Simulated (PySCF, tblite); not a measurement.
**C5H15NSSi: geometry, infrared bands and NMR shifts**

What infrared bands and NMR shifts should C5H15NSSi (`CC(C)(CN)CS[SiH3]`) show?

Programs: tblite 0.8.0 and PySCF 2.14.0, with density-fitted response routines of our own. Each step states its level of theory. These are calculated values for one molecule in the gas phase, unless marked as measured. Atoms are numbered from 0 throughout.

### Step 1. The starting structure

23 atoms, charge 0, multiplicity 1; geometry from: force field or distance geometry start.

Bonds of the start (Å): C0–C1 1.55, C1–C2 1.53, C1–C3 1.56, C3–N4 1.46, C1–C5 1.56, C5–S6 1.83, S6–Si7 2.15, C0–H8 1.10, C0–H9 1.11, C0–H10 1.09, C2–H11 1.09, C2–H12 1.09, C2–H13 1.10, C3–H14 1.09, C3–H15 1.12, N4–H16 1.02, N4–H17 1.03, C5–H18 1.09, C5–H19 1.11, Si7–H20 1.48, Si7–H21 1.48, Si7–H22 1.48.

### Step 2. Optimising the geometry with GFN2-xTB

Job settings and geometry (Å):

```
{"job": {"kind": "relax", "xc": "GFN2-xTB", "basis": "xTB"}, "charge": 0, "multiplicity": 1}
C     -1.671300    -1.054300     0.582700
C     -0.704200    -0.086500    -0.138600
C     -0.941200    -0.194400    -1.644300
C     -0.921800     1.368300     0.369800
N     -2.290600     1.848800     0.210300
C      0.735200    -0.570000     0.219800
S      2.097200     0.387000    -0.546200
Si     3.864900    -0.615600     0.167600
H     -1.559700    -0.999700     1.673100
H     -2.728000    -0.821000     0.349700
H     -1.505300    -2.092100     0.280400
H     -0.677900    -1.184500    -2.025100
H     -0.379800     0.556500    -2.195300
H     -2.002800    -0.036400    -1.895100
H     -0.253700     2.065900    -0.134600
H     -0.681500     1.416600     1.458800
H     -2.346100     2.808300     0.560400
H     -2.502800     1.907300    -0.792300
H      0.856300    -1.613200    -0.077700
H      0.882200    -0.533300     1.316500
H      3.857800    -0.562300     1.650300
H      5.059500     0.057400    -0.382600
H      3.808900    -2.025700    -0.271900
```

The run is started by

```sh
$ OMP_NUM_THREADS=1 python probes_run.py task.json out
```

One launch serves the whole session: the jobs run in the order shown.

**Question.** This job is followed by: GFN2-xTB harmonic vibrations, gas phase; GIAO PBE0/pcSseg-1 NMR shielding, non-relativistic, gas phase. What will the session give for the following? strongest single infrared mode (GFN2-xTB); zero-point energy (GFN2-xTB); 13C shifts against TMS (PBE0/pcSseg-1, means over atoms taken as alike); 1H shifts against TMS (PBE0/pcSseg-1, means over atoms taken as alike); 15N shifts against NH3 (PBE0/pcSseg-1); 33S shifts against CS2 (PBE0/pcSseg-1); 29Si shifts against TMS (PBE0/pcSseg-1).

**Answer**, as computed:

| quantity | value |
| --- | --- |
| strongest single infrared mode (GFN2-xTB) | 770 cm⁻¹, 354 km/mol |
| zero-point energy (GFN2-xTB) | 119.7 kcal/mol |
| 13C shifts against TMS (PBE0/pcSseg-1, means over atoms taken as alike) | 55.0, 49.2, 38.1, 25.7 ppm |
| 1H shifts against TMS (PBE0/pcSseg-1, means over atoms taken as alike) | 4.53, 2.93, 2.34, 1.16, 0.47 ppm |
| 15N shifts against NH3 (PBE0/pcSseg-1) | 30.3 ppm |
| 33S shifts against CS2 (PBE0/pcSseg-1) | -216 ppm |
| 29Si shifts against TMS (PBE0/pcSseg-1) | -53.9 ppm |

**Reading.** Over 54 steps the energy fell by 0.182 eV; of the close pairs, C1–C5 changed most, 1.560 to 1.530 Å. No mode is imaginary among the 63: a minimum at this level. The strongest single mode, at 770 cm⁻¹, has its largest shares on H21, H20 and H22 (the list is cut at 3 atoms). GFN2-xTB is a fitted tight-binding method: band positions and strengths are rough. Its intensities can rank the bands wrongly. At PBE0/pcSseg-1: The widest tensor belongs to S6: span 292 ppm, with a paramagnetic part of -341 ppm.
